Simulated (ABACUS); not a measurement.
Runs of ABACUS 3.10.1 on NiMoIrPdW. The structure is trigonal, space group P3m1 (No. 156). Conventional cell: a = 4.117 Å, b = 4.117 Å, c = 5.446 Å, α = 90.00°, β = 90.00°, γ = 120.00°. Around Ir (site symmetry 3m) lie 2 W at 2.66 to 2.78 Å and 3 Ni at 2.69 Å and 3 Mo at 2.70 Å and 3 Pd at 2.77 Å. Around W (site symmetry 3m) lie 2 Ir at 2.66 to 2.78 Å and 3 Pd at 2.68 Å and 3 Mo at 2.81 Å and 3 Ni at 2.82 Å. Around Pd (site symmetry 3m) lie 3 W at 2.68 Å and 2 Mo at 2.72 to 2.73 Å and 3 Ir at 2.77 Å. Mo (site symmetry 3m) is surrounded by 3 Ni at 2.38 Å and 3 Ir at 2.70 Å and 2 Pd at 2.72 to 2.73 Å. Ni (site symmetry 3m) has 3 Mo at 2.38 Å and 3 Ir at 2.69 Å as nearest neighbours. The cell was built by a generator and needn't be a form met in nature.

```csv
task,level,potentials or basis,k mesh,cutoff (eV),smearing,path,points for each segment of the path,SCF threshold on the density,eigensolver,symmetry key,mesh quality,gap on the mesh (eV),pressure (GPa),moment (μB),largest force (eV/Å)
single point,PBEsol,"PseudoDojo NC SR 0.5 PBE standard, plane waves",5 × 5 × 3,1333,fermi-dirac 0.05 eV,-,-,1e-08,dav,1,coarse,none,-7.7,0.00,0.17
single point,PBE,"PseudoDojo NC SR 0.4.1 PBE standard, DZP LCAO (the cutoffs set its grid)",6 × 6 × 4,1361,gaussian 0.1 eV,-,-,1e-07,genelpa,1,not flagged,none,0.6,0.00,0.18
single point,PBE,"PseudoDojo NC SR 0.4.1 PBE standard, DZP LCAO (the cutoffs set its grid)",8 × 8 × 5,1361,fermi-dirac 0.05 eV,-,-,1e-07,genelpa,1,not flagged,none,0.6,0.00,0.07
single point,PBE,"PseudoDojo NC SR 0.4.1 PBE standard, DZP LCAO (the cutoffs set its grid)",6 × 6 × 4,1361,methfessel-paxton-2 0.1 eV,-,-,1e-07,genelpa,1,not flagged,none,0.6,0.00,0.21
single point,LDA,"PseudoDojo NC SR 0.4.1 LDA stringent, plane waves",5 × 5 × 3,1687,fermi-dirac 0.05 eV,-,-,1e-08,dav,1,coarse,none,-12.7,0.00,(b)
single point,PBE,"PseudoDojo NC SR 0.4.1 PBE standard, DZP LCAO (the cutoffs set its grid)",6 × 6 × 4,1361,marzari-vanderbilt 0.1 eV,-,-,1e-07,genelpa,1,not flagged,none,0.6,0.00,0.20
single point,PBE,"PseudoDojo NC SR 0.5 PBE standard, TZDP LCAO (the cutoffs set its grid)",6 × 6 × 4,1361,fermi-dirac 0.05 eV,-,-,1e-07,genelpa,1,not flagged,none,(c),0.00,0.17
single point,PBE,"PseudoDojo NC SR 0.4.1 PBE standard, DZP LCAO (the cutoffs set its grid)",6 × 6 × 4,1361,fermi-dirac 0.1 eV,-,-,1e-07,genelpa,1,not flagged,none,0.8,0.00,(a)
single point,PBE,"PseudoDojo NC SR 0.4.1 PBE standard, DZP LCAO (the cutoffs set its grid)",6 × 6 × 4,1361,methfessel-paxton 0.1 eV,-,-,1e-07,genelpa,1,not flagged,none,0.6,0.00,0.20
```

Alike in all rows: spin collinear, ferromagnetic start; cell as given.

Problem. Estimate the missing entries.

Solution. (a) 0.15; (b) 0.19; (c) 0.5.

Caveats: some runs use coarse meshes; this set's palladium file may shift the pressure by some GPa; the atomic orbitals were generated for these runs and aren't a published set (some runs); the basis of atomic orbitals isn't converged, which shifts pressures, moduli and gaps (some runs); the potentials were made for another functional, which shifts forces and pressure (some runs).

A k mesh can miss the band edges, and the runs leave out spin-orbit coupling on Ir, Mo, Pd, W.

A gap of «none» marks a metal or a gap under the smearing width.

Not every run made on this cell is shown here.
